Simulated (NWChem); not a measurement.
**One shape, several levels: SiAsH5F+ (SMILES F[SiH2][AsH3+])**

We compute a comparison of 4 runs (HF/STO-3G, HF/3-21G, B3LYP/6-31G*) of SiAsH5F+. 

The calculation is run with NWChem 7.3.0.

## Step 1: The system as given

SiAsH5F+ has 8 atoms, charge +1, and is taken as a singlet. SMILES: `F[SiH2][AsH3+]`. The shape comes from GFN2-xTB, which is rough for such elements, and wasn't checked as a minimum.

Bond lengths: F1–Si2 1.588 Å, Si2–As3 2.479 Å, Si2–H4 1.454 Å, Si2–H5 1.454 Å, As3–H6 1.477 Å, As3–H7 1.478 Å, As3–H8 1.477 Å. Some angles: F1–Si2–As3 96.9°, F1–Si2–H4 109.3°, F1–Si2–H5 109.3°, As3–Si2–H4 104.9°, As3–Si2–H5 104.7°, Si2–As3–H6 119.3°, Si2–As3–H7 118.4°, Si2–As3–H8 118.9°, H4–Si2–H5 127.2°, H6–As3–H7 98.7°.

## Step 2: Energy and gradient at HF/STO-3G (run 1)

The input, asfh5si.nw:

```
start asfh5si
title "AsFH5Si gradient"
memory stack 880 mb heap 220 mb global 1100 mb
charge 1

geometry units angstroms noautosym nocenter noautoz
 F       -1.814290       1.094210      -0.547530
 Si      -0.440830       0.602000      -1.175180
 As       0.438750      -0.499050       0.864660
 H       -0.699030      -0.485660      -2.104380
 H        0.430610       1.748000      -1.381900
 H        0.650080       0.304980       2.085650
 H        1.762160      -1.153030       0.796510
 H       -0.327450      -1.611440       1.462170
end

basis spherical bse
 F library STO-3G
 Si library STO-3G
 As library STO-3G
 H library STO-3G
end

scf
 nopen 0
 rhf
 thresh 1e-08
 maxiter 80
 print low
end

task scf gradient
```

Started as:

```
nwchem asfh5si.nw > asfh5si.out
```

Log:

```text
[...]
  functions       =    37
[...]
  wavefunction    = RHF
[...]
         Total SCF energy =  -2595.691757057356
      One-electron energy =  -4147.842069297045
      Two-electron energy =   1288.569536265545
 Nuclear repulsion energy =    263.580775974145
        Time for solution =      1.8s
[...]
                         RHF ENERGY GRADIENTS
    atom               coordinates                        gradient
                 x          y          z           x          y          z
   1 F      -3.428511   2.067757  -1.034682    0.016204  -0.007423  -0.002179
   2 Si     -0.833048   1.137615  -2.220768   -0.002221   0.003076  -0.008624
   3 As      0.829117  -0.943068   1.633970   -0.017113   0.014954  -0.018006
   4 H      -1.320975  -0.917764  -3.976702   -0.013715  -0.012349  -0.006004
   5 H       0.813735   3.303241  -2.611412    0.002384   0.019181   0.004189
   6 H       1.228473   0.576329   3.941307    0.004544  -0.002989   0.012635
   7 H       3.330000  -2.178911   1.505186    0.007984  -0.006473   0.007174
   8 H      -0.618791  -3.045180   2.763101    0.001933  -0.007978   0.010815
 Task  times  cpu:        2.8s     wall:        2.8s
 Total times  cpu:        2.8s     wall:        2.8s
```

Run time: 3.6 s. Hardware: 1 thread of AMD EPYC 9R14 (Zen 4), shared host; peak memory 0.1 GiB.

## Step 3: Energy and gradient at HF/3-21G (run 2)

The input, run.py:

```python
from ase import Atoms
from ase.calculators.nwchem import NWChem

molecule = Atoms(['F', 'Si', 'As', 'H', 'H', 'H', 'H', 'H'], positions=[
    [-1.814290, 1.094210, -0.547530],
    [-0.440830, 0.602000, -1.175180],
    [0.438750, -0.499050, 0.864660],
    [-0.699030, -0.485660, -2.104380],
    [0.430610, 1.748000, -1.381900],
    [0.650080, 0.304980, 2.085650],
    [1.762160, -1.153030, 0.796510],
    [-0.327450, -1.611440, 1.462170],
])

calc = NWChem(
    label='run',
    theory='scf',
    memory='2200 mb',
    basis='3-21G',
    basispar='spherical bse',
    charge=1,
    scf={'nopen': '0', 'rhf': None, 'thresh': '1e-08', 'maxiter': '80', 'print': 'low'},
)
molecule.calc = calc

forces = molecule.get_forces()
print(f"energy = {molecule.get_potential_energy():.6f} eV")
print("forces (eV/A):")
for s, f in zip(molecule.symbols, forces):
    print(f"{s:2s} {f[0]:10.5f} {f[1]:10.5f} {f[2]:10.5f}")
```

Started as:

```
export ASE_NWCHEM_COMMAND="nwchem PREFIX.nwi > PREFIX.nwo"
python run.py
```

Log:

```text
energy = -71086.284271 eV
forces (eV/A):
F    -1.37035    0.46815    0.68700
Si    0.31553    0.03630   -0.49926
As    0.68648   -0.68319    0.99265
H     0.44891   -0.09133   -0.11925
H     0.36376   -0.24734   -0.17046
H    -0.16635    0.60251   -0.08999
H     0.25212    0.03193   -0.48733
H    -0.53006   -0.11704   -0.31342
```

The calculator wrote run.nwi:

```
title "run"

permanent_dir run

scratch_dir run

start run

geometry units angstrom nocenter noautosym noautoz
  F  -1.8142900000000000e+00 1.0942099999999999e+00 -5.4752999999999996e-01
  Si -4.4083000000000000e-01 6.0199999999999998e-01 -1.1751799999999999e+00
  As 4.3874999999999997e-01 -4.9904999999999999e-01 8.6465999999999998e-01
  H  -6.9903000000000004e-01 -4.8565999999999998e-01 -2.1043799999999999e+00
  H  4.3060999999999999e-01 1.7480000000000000e+00 -1.3818999999999999e+00
  H  6.5007999999999999e-01 3.0497999999999997e-01 2.0856499999999998e+00
  H  1.7621599999999999e+00 -1.1530300000000000e+00 7.9651000000000005e-01
  H  -3.2745000000000002e-01 -1.6114400000000000e+00 1.4621700000000000e+00
end

charge 1

memory 2200 mb

basis spherical bse noprint
   * library 3-21G
end

scf
  nopen 0
  rhf
  thresh 1e-08
  maxiter 80
  print low
end

task scf gradient
```

run.nwo:

```text
Northwest Computational Chemistry Package (NWChem) 7.3.0
             --------------------------------------------------------

           Job information
           ---------------

    nwchem branch   = 7.3.0
    use scalapack   = T
    input           = run.nwi
    prefix          = run.
    data base       = run/run.db
    status          = startup
    nproc           =        1

           Memory information
           ------------------

    heap     =     72089596 doubles =      550.0 Mbytes
    stack    =     72089601 doubles =      550.0 Mbytes
    global   =    144179200 doubles =     1100.0 Mbytes (distinct from heap & stack)
    total    =    288358397 doubles =     2200.0 Mbytes
    verify   = yes
    hardfail = no

[... 38 lines left out ...]
            Nuclear Dipole moment (a.u.)
[... 73 lines left out ...]
       Final RHF  results
       ------------------

         Total SCF energy =  -2612.372784215125
      One-electron energy =  -4156.546457192168
      Two-electron energy =   1280.592897002899
 Nuclear repulsion energy =    263.580775974144

        Time for solution =      2.2s

                              NWChem Gradients Module
                              -----------------------

                         RHF ENERGY GRADIENTS

    atom               coordinates                        gradient
                 x          y          z           x          y          z
   1 F      -3.428511   2.067757  -1.034682    0.026649  -0.009104  -0.013360
   2 Si     -0.833048   1.137615  -2.220768   -0.006136  -0.000706   0.009709
   3 As      0.829117  -0.943068   1.633970   -0.013350   0.013286  -0.019304
[... 4 lines of this table left out ...]
   8 H      -0.618791  -3.045180   2.763101    0.010308   0.002276   0.006095

 Task  times  cpu:        3.3s     wall:        3.3s
 Total times  cpu:        3.4s     wall:        3.4s
```

Run time: 4.5 s. Hardware: 1 thread of AMD EPYC 9R14 (Zen 4), shared host; peak memory 0.098 GiB.

Run 3 isn't shown in full; the table further down has it.

## Step 4: Energy and forces at B3LYP/6-31G(d) (Cartesian functions) (run 4)

The input, m1.nw:

```
start m1
title "AsFH5Si B3LYP"
memory total 2200 mb
charge 1

geometry units au noautosym nocenter noautoz
  F     -3.42851121     2.06775722    -1.03468175
  Si    -0.83304797     1.13761513    -2.22076835
  As     0.82911734    -0.94306782     1.63397059
  H     -1.32097525    -0.91776439    -3.97670186
  H      0.81373497     3.30324127    -2.61141253
  H      1.22847316     0.57632867     3.94130729
  H      3.32999979    -2.17891091     1.50518576
  H     -0.61879082    -3.04518027     2.76310085
end

basis "ao basis"
  * library 6-31G*
end

dft
  xc b3lyp
  grid xfine
  convergence energy 1e-08
  iterations 100
  mulliken
  print medium
end

task dft gradient
```

Started as:

```
nwchem m1.nw > m1.out
```

Log:

```text
[...]
          Wavefunction type:  closed shell.
          No. of atoms     :     8
          No. of electrons :    60
[...]
          Charge           :     1
          Spin multiplicity:     1
[...]
          AO basis - number of functions:    79
[...]
              XC Information
              --------------
                         B3LYP Method XC Potential
                     Hartree-Fock (Exact) Exchange  0.200
                        Slater Exchange Functional  0.800 local
                    Becke 1988 Exchange Functional  0.720 non-local
              Lee-Yang-Parr Correlation Functional  0.810
                  VWN I RPA Correlation Functional  0.190 local
[...]
 d= 0,ls=0.0,diis     1  -2627.4278182456 -2.89D+03  3.24D-02  9.18D+00     3.0
[...]
 d= 0,ls=0.0,diis    10  -2627.7290120785 -1.07D-09  2.08D-07  5.71D-10    22.5
         Total DFT energy =    -2627.729012078543
      One electron energy =    -4168.607534901472
           Coulomb energy =     1393.397907631362
    Exchange-Corr. energy =     -116.100141781314
 Nuclear repulsion energy =      263.580756972880
[...]
      Total Density - Mulliken Population Analysis
     ---------------------------------------------
    Atom       Charge   Shell Charges
 -----------   ------   -------------------------------------------------------
    1 F    9     9.32   1.99  0.96  3.32  0.93  2.05  0.08
    2 Si  14    13.16   2.00  1.99  5.96  1.09  1.67  0.16  0.12  0.17
    3 As  33    33.05   2.00  1.99  6.00  1.93  5.99  1.41  2.84  0.21  0.45  6.96  2.97  0.32
    4 H    1     0.99   0.50  0.49
    5 H    1     0.99   0.50  0.49
    6 H    1     0.82   0.48  0.35
    7 H    1     0.84   0.48  0.36
    8 H    1     0.82   0.48  0.35
[...]
  wavefunction    = closed shell
                         DFT ENERGY GRADIENTS
    atom               coordinates                        gradient
                 x          y          z           x          y          z
   1 F      -3.428511   2.067757  -1.034682    0.005355  -0.002178  -0.001442
   2 Si     -0.833048   1.137615  -2.220768    0.012619  -0.002438  -0.014246
   3 As      0.829117  -0.943068   1.633971   -0.003863   0.001024   0.003554
   4 H      -1.320975  -0.917764  -3.976702   -0.006300   0.004779   0.006726
   5 H       0.813735   3.303241  -2.611413   -0.008859  -0.000499   0.005014
   6 H       1.228473   0.576329   3.941307    0.000927  -0.013101  -0.006240
   7 H       3.330000  -2.178911   1.505186   -0.011731   0.003987   0.006045
   8 H      -0.618791  -3.045180   2.763101    0.011851   0.008427   0.000589
[...]
```

It took 32 s on 1 thread of AMD EPYC 9R14 (Zen 4), shared host; peak memory 0.14 GiB.

## Step 5: The series

```csv
run,level,iteration cap,module,energy (Eh),largest force (eV/Å),wall time
1,HF/STO-3G,80,scf,-2595.691757,1.491,3.6 s
2,HF/3-21G,80,scf,-2612.372784,1.603,4.5 s
3,B3LYP/6-31G* (spherical functions),100,dft,-2627.720268,0.942,28 s
4,B3LYP/6-31G* (Cartesian functions),100,dft,-2627.729012,0.987,32 s
```

## Step 6: Summary of results

```
                       quantity           value
            run 4: total energy  -2627.72901 Eh
             run 4: HOMO energy       -14.92 eV
             run 4: LUMO energy        -6.55 eV
           run 4: HOMO–LUMO gap         8.37 eV
run 4: largest force on an atom      0.987 eV/Å
```

In run 1 the basis is minimal, so the values are rough. All runs together took 68 s, the longest 32 s.
